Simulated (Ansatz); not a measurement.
**C9H8O2: up Jacob's ladder to CCSD(T)**

An exercise on one series of results from a longer session: the logs are not shown, and one member is left open.

Method: functionals in def2-TZVPP, the program's frozen cores in correlated methods; program: Ansatz 0.2.0, Gaussian basis.

Levels to be run: LDA (SPW92), PBE-D4, revPBE-D4, BLYP-D4, r2SCAN-D4, B97M-V, PBE0-D4, B3LYP-D4, r2SCANh-D4, r2SCAN0-D4, HSE06-D4, BHLYP-D4, CAM-B3LYP-D4, LC-ωPBE, ωB97X-V, ωB97M-V, B2PLYP, PBE-QIDH; CCSD(T)/def2-SVP; CCSD(T)/def2-TZVPP; MP2/def2-QZVPP; extrapolation to the limit; RPA on PBE.

## Structure used throughout

The geometry comes from an earlier relaxation with PBE0-D4 in a triple-zeta def2 set; it is a stationary point, not always the lowest conformer.

SMILES `O=C/C=C(\O)c1ccccc1`, 19 atoms, charge 0, spin multiplicity 1.

Atoms are counted from 1 here; the program's logs count them from 0.

Bond lengths: O1–C2 1.241 Å, C2–C3 1.418 Å, C2–H12 1.102 Å, C3–C4 1.377 Å, C3–H13 1.078 Å, C4–O5 1.311 Å, C4–C6 1.468 Å, O5–H14 1.020 Å, C6–C7 1.395 Å, C6–C11 1.395 Å, C7–C8 1.384 Å, C7–H15 1.082 Å, C8–C9 1.387 Å, C8–H16 1.084 Å, C9–C10 1.388 Å, C9–H17 1.084 Å, C10–C11 1.382 Å, C10–H18 1.084 Å and more. Angles: O1–C2–C3 124.0°, O1–C2–H12 118.5°, C3–C2–H12 117.5°, C2–C3–C4 119.2°, C2–C3–H13 119.3°, C4–C3–H13 121.6°, C3–C4–O5 119.9°, C3–C4–C6 124.9°, O5–C4–C6 115.2°, C4–O5–H14 105.6°, C4–C6–C7 119.2°, C4–C6–C11 121.8°, C7–C6–C11 119.0°, C6–C7–C8 120.4°, C6–C7–H15 119.0°, C8–C7–H15 120.6°, C7–C8–C9 120.1°, C7–C8–H16 119.7° and more.

The first run:

Contents of in.yaml:

```yaml
crystal:
  periodic: [false, false, false]
  atoms:
    - {symbol: O, position_ang: [0.042511, 1.486187, -3.713406]}
    - {symbol: C, position_ang: [-0.561655, 0.441996, -3.423945]}
    - {symbol: C, position_ang: [-0.601352, -0.114714, -2.120146]}
    - {symbol: C, position_ang: [0.063389, 0.524108, -1.097607]}
    - {symbol: O, position_ang: [0.721641, 1.632101, -1.336903]}
    - {symbol: C, position_ang: [0.107067, 0.060260, 0.294363]}
    - {symbol: C, position_ang: [0.833176, 0.793907, 1.232661]}
    - {symbol: C, position_ang: [0.893085, 0.379781, 2.551668]}
    - {symbol: C, position_ang: [0.229494, -0.770553, 2.951285]}
    - {symbol: C, position_ang: [-0.496221, -1.506597, 2.024352]}
    - {symbol: C, position_ang: [-0.557553, -1.095204, 0.706000]}
    - {symbol: H, position_ang: [-1.102330, -0.091304, -4.222156]}
    - {symbol: H, position_ang: [-1.148950, -1.028582, -1.953701]}
    - {symbol: H, position_ang: [0.596447, 1.816622, -2.332695]}
    - {symbol: H, position_ang: [1.347864, 1.690115, 0.912439]}
    - {symbol: H, position_ang: [1.460703, 0.957784, 3.271479]}
    - {symbol: H, position_ang: [0.276374, -1.094917, 3.984491]}
    - {symbol: H, position_ang: [-1.016849, -2.405806, 2.331923]}
    - {symbol: H, position_ang: [-1.128837, -1.679484, -0.003804]}
basis:
  gaussian: {orbitals: def2-TZVPP}
hamiltonian: {xc: lda}
output: {orbitals: {seedname: orbitals}}
```

The run is started by

```sh
> ansatz run in.yaml --threads 4 --pin off --events-out ev --progress --plain --max-ram 66560MiB --backend cuda --devices 0, --max-vram 37GiB
```

Among the steps run: LDA; PBE-D4 (GGA); revPBE-D4 (GGA); BLYP-D4 (GGA); r2SCAN-D4 (meta-GGA); B97M-V (meta-GGA); PBE0-D4 (hybrid); B3LYP-D4 (hybrid); r2SCANh-D4 (hybrid); r2SCAN0-D4 (hybrid); HSE06-D4 (hybrid); BHLYP-D4 (hybrid); CAM-B3LYP-D4 (range-separated); LC-ωPBE (range-separated); ωB97X-V (range-separated); ωB97M-V (range-separated); B2PLYP (double hybrid); PBE-QIDH (double hybrid).

One table of the session follows, with a row left open; its other results are not shown here.

It belongs to the step «Frontier levels by functional». 

```
  functional  HOMO (eV)  LUMO (eV)  gap (eV)
 LDA (SPW92)      -6.17      -3.21      2.96
      PBE-D4      -5.93      -2.94      2.98
   revPBE-D4      -5.84      -2.85      3.00
     BLYP-D4      -5.76      -2.78      2.98
   r2SCAN-D4      -6.11      -2.85      3.25
      B97M-V      -6.07      -2.75      3.33
     PBE0-D4      -6.91      -2.16      4.76
    B3LYP-D4      -6.71      -2.32      4.39
  r2SCANh-D4      -6.48      -2.56      3.92
  r2SCAN0-D4      -7.05      -2.12      4.93
    HSE06-D4      -6.53      -2.52      4.00
    BHLYP-D4          ?          ?         ?
CAM-B3LYP-D4      -8.10      -1.12      6.98
     LC-ωPBE      -9.34      -0.14      9.20
     ωB97X-V      -9.00      -0.13      8.87
     ωB97M-V      -8.92      -0.17      8.75
```

Q: Estimate the row for BHLYP-D4 from the others.

Worked estimate for «HOMO (eV)». Against the share of exact exchange, BLYP-D4 (0, -5.76), B3LYP-D4 (0.2, -6.71) give a slope of -4.75 per unit share; at 0.5 the line stands at -8.13.

The run gave: HOMO (eV): -7.74; LUMO (eV): -1.19; gap (eV): 6.55. In «HOMO (eV)» the line misses by -0.39.
